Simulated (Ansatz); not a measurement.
# MoS2: the cost of one run

Method: DFT LDA+U (U_eff = 2 eV on Mo d), plane waves, PAW, in Ansatz 0.2.0.

The COD entry's cell or inner coordinates are ideal or old and differ from later refinements, so a difference from it is no clean test against experiment.

**1. Starting point**

It takes space group R-3m (No. 166, trigonal). Conventional cell: a = 3.171 Å, b = 3.171 Å, c = 18.345 Å, α = 90.00°, β = 90.00°, γ = 120.00°. Around Mo (site symmetry -3m) lie 6 S at 2.39 Å. Around S (site symmetry 3m) lie 3 Mo at 2.39 Å.

Coordinates:

```
Mo S
1.0
     1.58550    0.91539    6.11500
    -1.58550    0.91539    6.11500
     0.00000   -1.83078    6.11500
Mo S
1 2
Direct
  0.00000 0.00000 0.00000
  0.75000 0.75000 0.75000
  0.25000 0.25000 0.25000
```

**2. Ferromagnetic start, free, symmetry kept, no search**

Input file input.yaml:

```yaml
crystal:
  lattice:
    - [1.58550029, 0.91538902, 6.11499825]
    - [-1.58550029, 0.91538902, 6.11499825]
    - [0.0, -1.83077804, 6.11499825]
  atoms:
    - { symbol: Mo, position: [0.0, 0.0, 0.0], spin: 2.0 }
    - { symbol: S, position: [0.75, 0.75, 0.75] }
    - { symbol: S, position: [0.25, 0.25, 0.25] }
basis:
  ecutwfc: 420
  ecutrho_ratio: 4
kpoints:
  mp_grid: { grid: [7, 7, 7] }
hamiltonian:
  xc: lda
  hubbard: { sites: [{ site: 0, l: d, u_eff: 2.0 }] }
scf:
  occupations: { method: gaussian, width: 0.05 }
  lower_state_search: "off"
  max_iter: 150
output:
  forces: true
  stress: true
  eigenvalues: true
  populations: true
  hubbard: { sites: [{ site: 0, l: d }] }
magnetization:
  spin_polarized: true
```

Launch:

```console
> ansatz run input.yaml --threads 2 --pin off --max-ram 3072MiB --backend cpu --events-out ev --progress --plain --runs-dir out
```

What time and memory should one allow on 2 threads of Arm Neoverse V1, shared host?

About 6 s, with a peak of 0.39 GiB.
